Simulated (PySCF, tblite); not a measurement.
# C₅H₁₁NO₂Si₂: geometry, infrared bands and NMR shifts

Wanted: the infrared bands and NMR shifts of C₅H₁₁NO₂Si₂ (`CO[Si@@H]1CC[C@@H](C#N)[SiH2]O1`), by calculation.

The runs use tblite 0.8.0 and PySCF 2.14.0, with density-fitted response routines of our own; the level of theory stands in each step. All values are computed, except where a source is named. Atoms count from 0, in the outputs and in this text.

### 1 The starting structure

21 atoms, charge 0, multiplicity 1; geometry from: force field or distance geometry start.

Bonds of the start (Å): C0–O1 1.41, O1–Si2 1.68, Si2–C3 1.90, C3–C4 1.55, C4–C5 1.56, C5–C6 1.48, C6–N7 1.17, C5–Si8 1.90, Si8–O9 1.69, O9–Si2 1.67, C0–H10 1.09, C0–H11 1.10, C0–H12 1.10, Si2–H13 1.47, C3–H14 1.09, C3–H15 1.10, C4–H16 1.10, C4–H17 1.09, C5–H18 1.09, Si8–H19 1.48, Si8–H20 1.47.

### 2 Relaxing the molecule with GFN2-xTB

The job: settings as JSON, then the geometry in Å.

```
{"job": {"kind": "relax", "xc": "GFN2-xTB", "basis": "xTB"}, "charge": 0, "multiplicity": 1}
C     -3.660800     0.268400    -0.620900
O     -2.447000     0.984800    -0.699000
Si    -1.153900     0.432700     0.222800
C      0.388700     1.518000     0.005600
C      1.715200     0.810600     0.393700
C      2.048800    -0.417600    -0.504200
C      3.390900    -0.933700    -0.173800
N      4.456500    -1.326800     0.091900
Si     0.777200    -1.828400    -0.359800
O     -0.751200    -1.119500    -0.242900
H     -3.560800    -0.756400    -0.990700
H     -4.073700     0.262900     0.401900
H     -4.398400     0.783500    -1.252500
H     -1.541300     0.403100     1.645500
H      0.438100     1.851300    -1.027400
H      0.266000     2.409200     0.643100
H      2.523900     1.555300     0.291600
H      1.695600     0.517300     1.446800
H      2.053300    -0.088300    -1.543600
H      1.005500    -2.609100     0.881900
H      0.818200    -2.700200    -1.548200
```

Started as:

```bash
$ OMP_NUM_THREADS=1 python probes_run.py task.json out
```

One launch serves the whole session: the jobs run in the order shown.

Standard output:

```text
step      E/eV     max force
  0    -841.71922    2.780
  1    -841.74920    6.482
  2    -841.89355    0.949
  3    -841.92723    0.648
  4    -841.95875    0.334
  5    -841.97563    0.312
  6    -841.98773    0.286
  7    -841.99997    0.241
  8    -842.01082    0.213
  9    -842.01883    0.219
 10    -842.02451    0.166
 11    -842.02939    0.141
 12    -842.03371    0.128
 13    -842.03731    0.113
 14    -842.04016    0.121
 15    -842.04244    0.112
 16    -842.04442    0.092
 17    -842.04641    0.115
 18    -842.04843    0.108
 19    -842.05028    0.105
 20    -842.05194    0.106
 21    -842.05361    0.090
 22    -842.05548    0.102
 23    -842.05741    0.100
 24    -842.05893    0.085
 25    -842.05998    0.072
 26    -842.06089    0.066
 27    -842.06180    0.067
 28    -842.06260    0.055
 29    -842.06321    0.060
 30    -842.06373    0.068
 31    -842.06433    0.059
 32    -842.06501    0.063
 33    -842.06562    0.056
 34    -842.06609    0.050
 35    -842.06650    0.050
 36    -842.06696    0.043
 37    -842.06744    0.045
 38    -842.06786    0.047
 39    -842.06818    0.049
 40    -842.06848    0.044
 41    -842.06878    0.037
 42    -842.06907    0.038
 43    -842.06930    0.035
 44    -842.06946    0.026
 45    -842.06959    0.030
 46    -842.06975    0.036
 47    -842.06993    0.042
 48    -842.07012    0.035
 49    -842.07030    0.033
 50    -842.07048    0.033
 51    -842.07072    0.048
 52    -842.07104    0.062
 53    -842.07138    0.050
 54    -842.07163    0.029
 55    -842.07179    0.027
 56    -842.07192    0.034
 57    -842.07212    0.041
 58    -842.07237    0.043
 59    -842.07263    0.050
 60    -842.07288    0.049
 61    -842.07314    0.045
 62    -842.07343    0.041
 63    -842.07369    0.030
 64    -842.07387    0.028
 65    -842.07398    0.027
 66    -842.07408    0.024
 67    -842.07418    0.021
 68    -842.07428    0.023
 69    -842.07438    0.028
 70    -842.07448    0.028
 71    -842.07459    0.026
 72    -842.07469    0.023
 73    -842.07481    0.023
 74    -842.07493    0.024
 75    -842.07508    0.029
 76    -842.07525    0.030
 77    -842.07545    0.029
 78    -842.07567    0.029
 79    -842.07586    0.028
 80    -842.07600    0.024
 81    -842.07608    0.020
 82    -842.07618    0.023
 83    -842.07631    0.024
 84    -842.07651    0.028
 85    -842.07666    0.023
 86    -842.07678    0.020
 87    -842.07690    0.023
 88    -842.07706    0.029
 89    -842.07724    0.031
 90    -842.07741    0.027
 91    -842.07759    0.031
 92    -842.07779    0.040
 93    -842.07805    0.041
 94    -842.07829    0.064
 95    -842.07848    0.028
 96    -842.07862    0.027
 97    -842.07874    0.026
 98    -842.07885    0.020
 99    -842.07894    0.026
100    -842.07899    0.014
101    -842.07905    0.018
102    -842.07910    0.023
103    -842.07917    0.022
104    -842.07923    0.081
105    -842.07928    0.052
106    -842.07934    0.023
107    -842.07939    0.011
108    -842.07943    0.014
109    -842.07949    0.016
110    -842.07953    0.015
111    -842.07957    0.012
112    -842.07959    0.011
113    -842.07962    0.013
114    -842.07966    0.014
115    -842.07970    0.015
116    -842.07973    0.016
117    -842.07976    0.015
118    -842.07981    0.016
119    -842.07987    0.016
120    -842.07991    0.013
121    -842.07994    0.012
122    -842.07996    0.010
123    -842.07997    0.010
124    -842.08000    0.010
125    -842.08002    0.008
```

Wall time 1.3 s (1 thread of Arm Neoverse V1, shared host); peak memory 0.18 GiB.

The steps of the relaxation: (not every step is listed)

```
step  energy from step 0 (eV)  largest force (eV/Å)
   0                   0.0000                2.7801
   1                  -0.0300                6.4816
   2                  -0.1743                0.9487
   3                  -0.2080                0.6478
   4                  -0.2395                0.3335
   5                  -0.2564                0.3122
   6                  -0.2685                0.2863
   7                  -0.2808                0.2409
   8                  -0.2916                0.2133
  19                  -0.3311                0.1046
  30                  -0.3445                0.0677
  41                  -0.3496                0.0373
  52                  -0.3518                0.0615
  63                  -0.3545                0.0300
  74                  -0.3557                0.0239
  85                  -0.3574                0.0229
  96                  -0.3594                0.0273
 107                  -0.3602                0.0114
 118                  -0.3606                0.0162
 120                  -0.3607                0.0135
 121                  -0.3607                0.0118
 122                  -0.3607                0.0100
 123                  -0.3608                0.0104
 124                  -0.3608                0.0099
 125                  -0.3608                0.0083
```

Distances of close pairs at the start and the end, largest changes first:

```
   bond  before (Å)  after (Å)  change (Å)
 O1–Si2       1.681      1.613      -0.068
 Si8–O9       1.689      1.623      -0.066
  C5–C6       1.475      1.429      -0.046
 Si2–O9       1.670      1.639      -0.030
Si8–H19       1.484      1.459      -0.026
  C3–C4       1.553      1.528      -0.024
  C6–N7       1.166      1.145      -0.021
 C5–Si8       1.905      1.922      +0.017
```

The next job starts from the end point, and lists it.

### 3 Infrared spectrum with GFN2-xTB

The job: settings as JSON, then the geometry in Å.

```
{"job": {"kind": "ir", "xc": "GFN2-xTB", "basis": "xTB"}, "charge": 0, "multiplicity": 1}
C     -3.536202     0.305157    -0.798828
O     -2.260636     0.843300    -0.587466
Si    -1.130901     0.353990     0.455319
C      0.348328     1.485576     0.125616
C      1.678623     0.788774     0.409376
C      1.943530    -0.388330    -0.549311
C      3.305643    -0.809117    -0.446180
N      4.393101    -1.154313    -0.346323
Si     0.764273    -1.865844    -0.204182
O     -0.669168    -1.186685     0.137565
H     -3.481039    -0.772732    -0.958712
H     -4.175584     0.502063     0.063905
H     -3.961009     0.786261    -1.680169
H     -1.582007     0.282643     1.842237
H      0.340910     1.836516    -0.908499
H      0.289681     2.375683     0.751250
H      2.494842     1.513390     0.310557
H      1.690785     0.426690     1.440812
H      1.791724    -0.038367    -1.577304
H      1.185366    -2.597170     0.985554
H      0.560818    -2.670542    -1.403500
```

Standard output:

```text
mode    cm-1     km/mol
  1      29.6      0.32
  2      53.2      3.97
  3      78.9      5.36
  4     102.0      1.19
  5     121.3      8.71
  6     125.3      3.72
  7     172.6      2.67
  8     219.3      4.99
  9     243.7     12.72
 10     273.4      2.16
 11     292.0     16.22
 12     305.9     32.67
 13     411.9      3.80
 14     453.8      1.15
 15     502.6     33.02
 16     539.4     26.17
 17     592.7     10.13
 18     614.7     82.39
 19     644.9     37.93
 20     683.0     56.87
 21     716.6    185.04
 22     724.1     66.94
 23     750.5    231.27
 24     764.1    309.30
 25     800.0    160.27
 26     816.7     97.44
 27     943.0     44.08
 28     990.6     30.32
 29    1005.3    552.41
 30    1046.9      1.41
 31    1065.2     16.01
 32    1108.4     23.16
 33    1127.5      2.87
 34    1132.3     77.53
 35    1155.6      3.52
 36    1157.5    209.25
 37    1219.2     44.08
 38    1250.2      5.30
 39    1303.9     10.84
 40    1343.1     12.91
 41    1408.7      1.20
 42    1475.2      4.95
 43    1477.7      6.28
 44    1483.4      2.52
 45    1505.0      0.79
 46    2288.5    134.29
 47    2300.1    551.60
 48    2311.7    136.88
 49    2394.1    345.69
 50    2908.1     22.81
 51    2926.0     49.94
 52    2961.4     34.20
 53    2964.3      1.61
 54    2971.4     74.51
 55    2974.3     36.40
 56    2991.8     22.48
 57    3000.5     36.80
```

It took 1.2 s on 1 thread of Arm Neoverse V1, shared host; peak memory 0.18 GiB.

The strongest bands and the atoms that carry them (share of the mass-weighted mode):

```
cm⁻¹  km/mol                                  atoms
 717   185.0                               H13 81 %
 750   231.3  H14 18 %, C3 17 %, H15 12 %, H19 11 %
 764   309.3                     H19 36 %, H20 36 %
 800   160.3            Si2 26 %, C3 18 %, H15 12 %
1005   552.4                      O9 71 %, Si8 12 %
1158   209.2             O1 38 %, C0 20 %, H12 13 %
2300   551.6                     H20 53 %, H19 35 %
2394   345.7                       C6 60 %, N7 39 %
```

### 4 Nuclear shieldings: PBE0/pcSseg-1

Settings changed since step 3:

```diff
@@ -1,2 +1,2 @@
-{"job": {"kind": "ir", "xc": "GFN2-xTB", "basis": "xTB"}, "charge": 0, "multiplicity": 1}
+{"job": {"kind": "nmr", "xc": "PBE0", "basis": "pcSseg-1"}, "charge": 0, "multiplicity": 1}
 C     -3.536202     0.305157    -0.798828
```

Level: GIAO PBE0/pcSseg-1 NMR shielding, non-relativistic, gas phase.

Standard output:

```text
coarse grid: 18736 points
cycle   1  E = -980.3996380054  dE =  1.461e+00  |g| = 1.038e+00  |ddm| = 4.291e+00
cycle   2  E = -980.0243838280  dE =  3.753e-01  |g| = 1.733e+00  |ddm| = 2.390e+00
cycle   3  E = -980.5887289863  dE = -5.643e-01  |g| = 2.432e-01  |ddm| = 1.708e+00
cycle   4  E = -980.5990061601  dE = -1.028e-02  |g| = 1.194e-01  |ddm| = 2.412e-01
cycle   5  E = -980.6017946116  dE = -2.788e-03  |g| = 3.185e-02  |ddm| = 1.115e-01
cycle   6  E = -980.6020143316  dE = -2.197e-04  |g| = 6.623e-03  |ddm| = 3.043e-02
cycle   7  E = -980.6020226452  dE = -8.314e-06  |g| = 2.324e-03  |ddm| = 6.925e-03
final grid: 172392 points
cycle   8  E = -980.6806065671  dE = -2.779e-05  |g| = 1.327e-02  |ddm| = 3.048e-02
cycle   9  E = -980.6805683664  dE =  3.820e-05  |g| = 1.957e-02  |ddm| = 2.338e-02
cycle  10  E = -980.6806406547  dE = -7.229e-05  |g| = 1.550e-03  |ddm| = 1.465e-02
cycle  11  E = -980.6806411370  dE = -4.824e-07  |g| = 2.678e-04  |ddm| = 1.317e-03
cycle  12  E = -980.6806411466  dE = -9.559e-09  |g| = 1.735e-04  |ddm| = 3.643e-04
cycle  13  E = -980.6806411521  dE = -5.524e-09  |g| = 6.354e-05  |ddm| = 1.646e-04
cycle  14  E = -980.6806411529  dE = -7.703e-10  |g| = 2.077e-05  |ddm| = 5.366e-05
converged SCF energy = -980.6806411529

GIAO shielding tensors (ppm)
atom      isotropic    diamagn.    paramagn.     s11        s22        s33       span
  0 C      134.268     240.064    -105.796    106.141    110.950    185.712     79.572
  1 O      296.957     399.685    -102.728    224.580    325.386    340.906    116.326
  2 Si     376.746     882.351    -505.605    350.444    376.070    403.724     53.280
  3 C      169.795     256.316     -86.521    160.725    168.926    179.735     19.010
  4 C      159.676     249.459     -89.783    142.435    163.505    173.087     30.652
  5 C      171.815     254.039     -82.223    156.021    168.130    191.295     35.274
  6 C       63.180     257.301    -194.121    -55.773    -49.952    295.265    351.038
  7 N      -29.887     339.787    -369.674   -199.248   -183.607    293.194    492.442
  8 Si     369.512     880.248    -510.736    348.895    356.526    403.115     54.219
  9 O      272.782     403.408    -130.626    226.697    282.882    308.768     82.072
 10 H       27.697      28.032      -0.336     22.602     26.414     34.075     11.473
 11 H       27.891      26.339       1.552     23.499     25.389     34.786     11.287
 12 H       27.742      26.547       1.196     23.303     25.314     34.610     11.307
 13 H       26.748      30.954      -4.205     23.449     24.243     32.553      9.104
 14 H       30.970      33.861      -2.891     26.747     29.999     36.165      9.418
 15 H       30.820      31.945      -1.125     25.735     28.947     37.779     12.043
 16 H       29.244      31.215      -1.971     23.157     28.958     35.616     12.458
 17 H       29.871      32.758      -2.887     26.533     28.895     34.186      7.654
 18 H       29.961      31.560      -1.599     25.356     30.149     34.379      9.023
 19 H       26.566      29.409      -2.843     23.037     25.067     31.593      8.556
 20 H       26.482      28.979      -2.498     22.688     24.742     32.015      9.327
```

Wall time 65 s (1 thread of Arm Neoverse V1, shared host); peak memory 1.1 GiB.

Shifts follow as δ = σ(reference) − σ, with reference shieldings (ppm) from runs at the same level and on the same kind of geometry: 1H TMS 31.72, 13C TMS 186.9, 29Si TMS 349.2, 15N NH3 267.7, 17O H2O 336.1. The references are single molecules in the gas phase, so shifts against H2O, NH3, PH3, H3PO4 or CFCl3 are not on the usual liquid scales and can be off by tens of ppm. Atoms listed in one row are averaged.

```
        atoms                                                   environment  σ (ppm)  δ (ppm)  δ scaled to CDCl3
           C6                                                nitrile carbon     63.2    123.7              118.9
           C0                                     methyl carbon bonded to O    134.3     52.7               49.5
           C4                                             sp3 CH2 in a ring    159.7     27.2               24.7
           C3                                          sp3 CH2 bonded to Si    169.8     17.1               14.8
           C5                           sp3 CH bonded to Si, α to a nitrile    171.8     15.1               12.8
          H20    hydrogen on a silicon bonded to C, O, in a 6-membered ring    26.48     5.24                  –
          H19    hydrogen on a silicon bonded to C, O, in a 6-membered ring    26.57     5.15                  –
          H13  hydrogen on a silicon bonded to C, 2 O, in a 6-membered ring    26.75     4.97                  –
H10, H11, H12                       hydrogen on a methyl carbon bonded to O    27.78     3.94               3.82
          H16                              hydrogen on an sp3 CH2 in a ring    29.24     2.47               2.44
          H17                              hydrogen on an sp3 CH2 in a ring    29.87     1.85               1.85
          H18            hydrogen on an sp3 CH bonded to Si, α to a nitrile    29.96     1.76               1.76
          H15                           hydrogen on an sp3 CH2 bonded to Si    30.82     0.90               0.95
          H14                           hydrogen on an sp3 CH2 bonded to Si    30.97     0.75               0.81
           O9                   oxygen bonded to 2 Si, in a 6-membered ring    272.8     63.3                  –
           O1                                        oxygen bonded to C, Si    297.0     39.1                  –
          Si8             silicon bonded to C, O, 2 H, in a 6-membered ring    369.5    -20.4                  –
          Si2             silicon bonded to C, 2 O, H, in a 6-membered ring    376.7    -27.6                  –
           N7                                              nitrile nitrogen    -29.9    297.6                  –
```

The scaled column applies a straight-line fit of computed shieldings to shifts measured in CDCl3 (root-mean-square error 0.16 ppm for H, 1.9 ppm for C).

Charges from the same density, by scheme (e):

```
atoms  Mulliken    IAO  Hirshfeld  ESP fit
   C0     -0.01  -0.20      -0.03    -0.15
   O1     -0.63  -0.64      -0.23    -0.41
  Si2      1.14   1.32       0.46     0.83
   C3     -0.53  -0.58      -0.16    -0.55
   C4     -0.22  -0.23      -0.06     0.16
   C5     -0.58  -0.44      -0.09    -0.24
   C6      0.12   0.14       0.07     0.29
   N7     -0.24  -0.27      -0.24    -0.46
  Si8      0.94   1.04       0.43     0.60
   O9     -0.75  -0.89      -0.31    -0.49
```

Mayer bond orders: C0–O1 0.88, O1–Si2 1.04, Si2–C3 0.88, C3–C4 1.04, C4–C5 0.97, C5–C6 1.02, C6–N7 3.06, C5–Si8 0.78, Si8–O9 0.95, O9–Si2 0.89.

Ring of atoms Si2, C3, C4, C5, Si8, O9: NICS(0) -2.5, NICS(1) -1.9, NICS(1)zz 3.3 ppm (means of both faces).

### 5 What came out

```
                                                              quantity                                                     value
                             strongest single infrared mode (GFN2-xTB)                                     1005 cm⁻¹, 552 km/mol
                                          zero-point energy (GFN2-xTB)                                             96.1 kcal/mol
                                13C shifts against TMS (PBE0/pcSseg-1)                         123.7, 52.7, 27.2, 17.1, 15.1 ppm
1H shifts against TMS (PBE0/pcSseg-1, means over atoms taken as alike)  5.24, 5.15, 4.97, 3.94, 2.47, 1.85, 1.76, 0.90, 0.75 ppm
                                17O shifts against H2O (PBE0/pcSseg-1)                                            63.3, 39.1 ppm
                               29Si shifts against TMS (PBE0/pcSseg-1)                                          -20.4, -27.6 ppm
                                15N shifts against NH3 (PBE0/pcSseg-1)                                                 297.6 ppm
```

Over 125 steps the energy fell by 0.361 eV; of the close pairs, O1–Si2 changed most, 1.681 to 1.613 Å. No mode is imaginary among the 57: a minimum at this level. The strongest single mode, at 1005 cm⁻¹, moves mainly O9. GFN2-xTB is a fitted tight-binding method: band positions and strengths are rough. Its intensities can rank the bands wrongly. The most deshielded carbon is C6 (nitrile carbon), at 123.7 ppm: typical of a nitrile. At PBE0/pcSseg-1: The largest span, 492 ppm, is at N7, where the paramagnetic term is -370 ppm.
